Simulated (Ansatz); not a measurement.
# H2O3SW: up Jacob's ladder to CCSD(T)

One table from this session's results is given with a row withheld; the runs are named, their logs left out.

Method: functionals in def2-TZVPP, the program's frozen cores in correlated methods; program: Ansatz 0.2.0, Gaussian basis.

Levels to be run: LDA (SPW92), PBE-D4, revPBE-D4, BLYP-D4, r2SCAN-D4, B97M-V, PBE0-D4, B3LYP-D4, r2SCANh-D4, r2SCAN0-D4, HSE06-D4, BHLYP-D4, CAM-B3LYP-D4, LC-ωPBE, ωB97X-V, ωB97M-V, B2PLYP, PBE-QIDH; CCSD(T)/def2-SVP; CCSD(T)/def2-TZVPP; MP2/def2-QZVPP; extrapolation to the limit; RPA on PBE.

### Structure used throughout

All runs share one geometry, relaxed beforehand with PBE0-D4 in a triple-zeta def2 set. W takes the def2 core potential; no spin-orbit term is included.

SMILES `[O]=[W]([OH])([OH])=[S]`, 7 atoms, charge 0, spin multiplicity 1.

Atoms are counted from 1 here; the program's logs count them from 0.

Bond lengths: O1–W2 1.697 Å, W2–O3 1.875 Å, W2–O4 1.874 Å, W2–S5 2.136 Å, O3–H6 0.960 Å, O4–H7 0.961 Å. Angles: O1–W2–O3 109.5°, O1–W2–O4 107.9°, O1–W2–S5 109.6°, O3–W2–O4 110.5°, O3–W2–S5 109.2°, O4–W2–S5 110.1°, W2–O3–H6 124.0°, W2–O4–H7 123.9°.

The first run:

The input, in.yaml:

```yaml
crystal:
  periodic: [false, false, false]
  atoms:
    - {symbol: O, position_ang: [-1.205038, -1.425184, 0.516099]}
    - {symbol: W, position_ang: [-0.313773, -0.044914, 0.091900]}
    - {symbol: O, position_ang: [1.138481, 0.146647, 1.262845]}
    - {symbol: O, position_ang: [0.289336, -0.265952, -1.668814]}
    - {symbol: S, position_ang: [-1.559784, 1.684880, 0.230764]}
    - {symbol: H, position_ang: [1.400674, -0.516083, 1.906661]}
    - {symbol: H, position_ang: [0.250113, 0.420607, -2.339455]}
basis:
  gaussian: {orbitals: def2-TZVPP}
hamiltonian: {xc: lda}
output: {orbitals: {seedname: orbitals}}
```

Launch:

```sh
> ansatz run in.yaml --threads 4 --pin off --events-out ev --progress --plain --max-ram 10444MiB
```

Steps of the session up to this table: LDA; PBE-D4 (GGA); revPBE-D4 (GGA); BLYP-D4 (GGA); r2SCAN-D4 (meta-GGA); B97M-V (meta-GGA); PBE0-D4 (hybrid); B3LYP-D4 (hybrid); r2SCANh-D4 (hybrid); r2SCAN0-D4 (hybrid); HSE06-D4 (hybrid); BHLYP-D4 (hybrid); CAM-B3LYP-D4 (range-separated); LC-ωPBE (range-separated); ωB97X-V (range-separated); ωB97M-V (range-separated); B2PLYP (double hybrid); PBE-QIDH (double hybrid).

One of the session's tables, all rows but one given; the rest of the session is left out.

It belongs to the step «Orbital energies across the functionals». 

| functional | HOMO (eV) | LUMO (eV) | gap (eV) |
| --- | --- | --- | --- |
| LDA (SPW92) | -6.56 | -3.12 | 3.43 |
| PBE-D4 | -6.37 | -2.92 | 3.46 |
| revPBE-D4 | -6.30 | -2.84 | 3.46 |
| BLYP-D4 | -6.21 | -2.80 | 3.41 |
| r2SCAN-D4 | -6.68 | -2.86 | 3.81 |
| B97M-V | -6.71 | -2.77 | 3.93 |
| PBE0-D4 | -7.62 | -2.21 | 5.41 |
| B3LYP-D4 | -7.38 | -2.40 | 4.97 |
| r2SCANh-D4 | -7.14 | -2.59 | 4.55 |
| r2SCAN0-D4 | ? | ? | ? |
| HSE06-D4 | -7.22 | -2.58 | 4.64 |
| BHLYP-D4 | -8.71 | -1.34 | 7.37 |
| CAM-B3LYP-D4 | -8.89 | -1.15 | 7.74 |
| LC-ωPBE | -10.21 | -0.07 | 10.14 |
| ωB97X-V | -9.87 | -0.12 | 9.75 |
| ωB97M-V | -9.73 | -0.15 | 9.58 |

Estimate the missing values for r2SCAN0-D4.

Worked estimate for «HOMO (eV)». Against the share of exact exchange, r2SCAN-D4 (0, -6.68), r2SCANh-D4 (0.1, -7.14) give a slope of -4.60 per unit share; at 0.25 the line stands at -7.83.

**Answer.** HOMO (eV): -7.82; LUMO (eV): -2.17; gap (eV): 5.65. In «HOMO (eV)» the line misses by -0.01.
